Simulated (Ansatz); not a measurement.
**SrTiO3: response to strain**

Aim: deform SrTiO3 (equal xx and yy strain of -3 %) and compute stress, forces and field gradients with LAPW, PAW and all-electron datasets made for the crystal.

Program: Ansatz 0.2.0. Level of theory: DFT PBEsol, scalar-relativistic. These are calculated values, not measurements.

### Step 1. Starting point

It takes space group Pm-3m (No. 221, cubic). Conventional cell: a = 3.905 Å, b = 3.905 Å, c = 3.905 Å, α = 90.00°, β = 90.00°, γ = 90.00°. Sr (site symmetry m-3m) is surrounded by 12 O at 2.76 Å. Ti (site symmetry m-3m) is surrounded by 6 O at 1.95 Å. Around O (site symmetry 4/mmm) lie 2 Ti at 1.95 Å and 4 Sr at 2.76 Å.

As a file:

```cif
data_structure
_symmetry_space_group_name_H-M 'Pm-3m'
_symmetry_Int_Tables_number 221
_cell_length_a 3.9050
_cell_length_b 3.9050
_cell_length_c 3.9050
_cell_angle_alpha 90.000
_cell_angle_beta 90.000
_cell_angle_gamma 90.000
_cell_volume 59.55
loop_
_atom_site_label
_atom_site_type_symbol
_atom_site_symmetry_multiplicity
_atom_site_Wyckoff_symbol
_atom_site_fract_x
_atom_site_fract_y
_atom_site_fract_z
_atom_site_occupancy
Sr1 Sr 1 a 0.00000 0.00000 0.00000 1
Ti1 Ti 1 b 0.50000 0.50000 0.50000 1
O1 O 3 c 0.00000 0.50000 0.50000 1
```

The file gives the conventional cell by its symmetry; the runs use the cell typed in the input.

Atoms are numbered in the order of the input: Sr1, Ti2, O3, O4, O5.

### Step 2. The deformed structure

Space group Pm-3m before, P4/mmm after.

### Step 3. All-electron LAPW

Input file input.yaml:

```yaml
crystal:
  lattice:
    - [3.78785, 0.0, 0.0]
    - [0.0, 3.78785, 0.0]
    - [0.0, 0.0, 3.905]
  atoms:
    - { symbol: Sr, position: [0.0, 0.0, 0.0] }
    - { symbol: Ti, position: [0.5, 0.5, 0.5] }
    - { symbol: O, position: [0.0, 0.5, 0.5] }
    - { symbol: O, position: [0.5, 0.0, 0.5] }
    - { symbol: O, position: [0.5, 0.5, 0.0] }
kpoints:
  mp_grid: { grid: [7, 7, 7] }
  band_path:
    path:
      - [0.0, 0.0, 0.0]
      - [0.0, 0.5, 0.0]
      - [0.5, 0.5, 0.0]
      - [0.0, 0.0, 0.0]
      - [0.0, 0.0, 0.5]
      - [0.0, 0.5, 0.5]
      - [0.5, 0.5, 0.5]
      - [0.0, 0.0, 0.5]
      - [0.0, 0.5, 0.0]
    npoints: 5
scf:
  occupations: { method: fermi_dirac, width: 0.05 }
hamiltonian:
  xc: pbesol
  pseudopotentials: { kind: all_electron, lapw: { basis_error: 0.001 } }
output:
  forces: true
  stress: true
  eigenvalues: true
```

Command:

```bash
> ansatz run input.yaml --threads 2 --pin off --max-ram 8192MiB --backend cpu --events-out ev --progress --plain --runs-dir out
```

### Step 4. PAW with frozen cores

Input file input.yaml:

```yaml
crystal:
  lattice:
    - [3.78785, 0.0, 0.0]
    - [0.0, 3.78785, 0.0]
    - [0.0, 0.0, 3.905]
  atoms:
    - { symbol: Sr, position: [0.0, 0.0, 0.0] }
    - { symbol: Ti, position: [0.5, 0.5, 0.5] }
    - { symbol: O, position: [0.0, 0.5, 0.5] }
    - { symbol: O, position: [0.5, 0.0, 0.5] }
    - { symbol: O, position: [0.5, 0.5, 0.0] }
kpoints:
  mp_grid: { grid: [7, 7, 7] }
scf:
  occupations: { method: fermi_dirac, width: 0.05 }
hamiltonian:
  xc: pbesol
  pseudopotentials: { kind: paw }
output:
  forces: true
  stress: true
  eigenvalues: true
  efg: { contact_densities: true }
```

### Step 5. Datasets made for this crystal

Edit input.yaml of step 4 so:

```diff
@@ -17,3 +17,3 @@
   xc: pbesol
-  pseudopotentials: { kind: paw }
+  pseudopotentials: { kind: all_electron, datasets: crystal }
 output:
```

(Steps that only read results are left out.)

Q: Predict the outcome of this session. Wanted: pressure; largest shear or deviatoric stress.

**Answer**, as computed:

| quantity | value |
| --- | --- |
| pressure | LAPW 10.70, PAW 10.73, crystal datasets 10.70 GPa |
| largest shear or deviatoric stress (LAPW) | 6.00 GPa |

**Reading.** The largest part of the stress beyond the pressure is 6.00 GPa in size, in the zz component; the atoms are carried along and not relaxed. No run of the undeformed cell stands beside it, so the pressure holds what the given cell had before the change. PAW: stress within 0.04 GPa of LAPW. Crystal datasets: stress within 0.01 GPa of LAPW.
